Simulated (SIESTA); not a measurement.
The system is In3SbTe2, a slab with vacuum.

```xyz
12
Lattice="4.2356 0.0000 0.0000 0.0000 4.5852 0.0000 0.0000 0.0000 24.2516" Properties=species:S:1:pos:R:3 pbc="T T T"
Te    2.1178    0.0000   19.8327
Te    2.1178    0.0000   13.5388
Te    0.0000    2.2926   10.7127
Te    0.0000    2.2926    4.4189
Sb    0.0000    2.2926   16.6100
Sb    2.1178    0.0000    7.6416
In    0.0000    2.2926   13.6922
In    2.1178    0.0000   10.5594
In    0.0000    2.2926    7.4848
In    2.1178    0.0000    4.6731
In    0.0000    2.2926   19.5785
In    2.1178    0.0000   16.7668
```

| Quantity | Value |
| --- | --- |
| Program | SIESTA 5.4.2 |
| Task | single point |
| Functional | PBE |
| Potentials or basis | PseudoDojo 0.4 standard (PBE files) |
| Basis | DZP (energy shift 0.003 Ry; two zetas on semicore shells) |
| Grid cutoff | 500 Ry |
| Energy shift | 0.003 Ry |
| k mesh | 6 × 6 × 2 |
| Occupations | fermi-dirac, width 0.05 eV |
| Spin | no spin polarisation |

On this cell: largest force 0.255 eV/Å; band gap on the k mesh none (metal or under the smearing width).

The same run follows on a disturbed copy (atoms moved at random, drawn with an rms of 0.05 Å):

```
CELL_PARAMETERS angstrom
4.23556 0.00000 0.00000
0.00000 4.58516 0.00000
0.00000 0.00000 24.25158
ATOMIC_POSITIONS crystal
Te 0.51252 0.99975 0.81886
Te 0.48803 0.00388 0.56000
Te 0.00179 0.49664 0.44405
Te 0.00018 0.50194 0.18226
Sb 0.01153 0.49231 0.68597
Sb 0.49822 0.99367 0.31739
In 0.99732 0.49511 0.56395
In 0.50472 0.99502 0.43549
In 0.00064 0.51298 0.30931
In 0.50839 0.01053 0.19306
In 0.00433 0.49349 0.80585
In 0.49923 0.99748 0.69414
```

Problem. What does the disturbed cell give?

Solution. The energy (extrapolated to zero smearing) moves by +3.2 meV/atom; largest force 0.366 eV/Å; band gap on the k mesh none (metal or under the smearing width).

Forces in eV/Å, atoms in the order of the input:
```
Te  -0.079 -0.052  0.317
Te   0.102 -0.098  0.061
Te  -0.016  0.009 -0.327
Te   0.060  0.016 -0.179
Sb  -0.028  0.099 -0.351
Sb  -0.012  0.158 -0.260
In  -0.059  0.040  0.242
In   0.007  0.004  0.360
In  -0.008 -0.142 -0.027
In  -0.049 -0.013  0.017
In   0.030  0.039  0.258
In   0.052 -0.055 -0.113
```

Stress tensor (GPa, compression positive):
```
 0.92  0.00 -0.07
 0.00  0.10 -0.03
-0.07 -0.03  1.75
```

Caveats: the basis of atomic orbitals isn't converged, which shifts pressures, moduli and gaps.
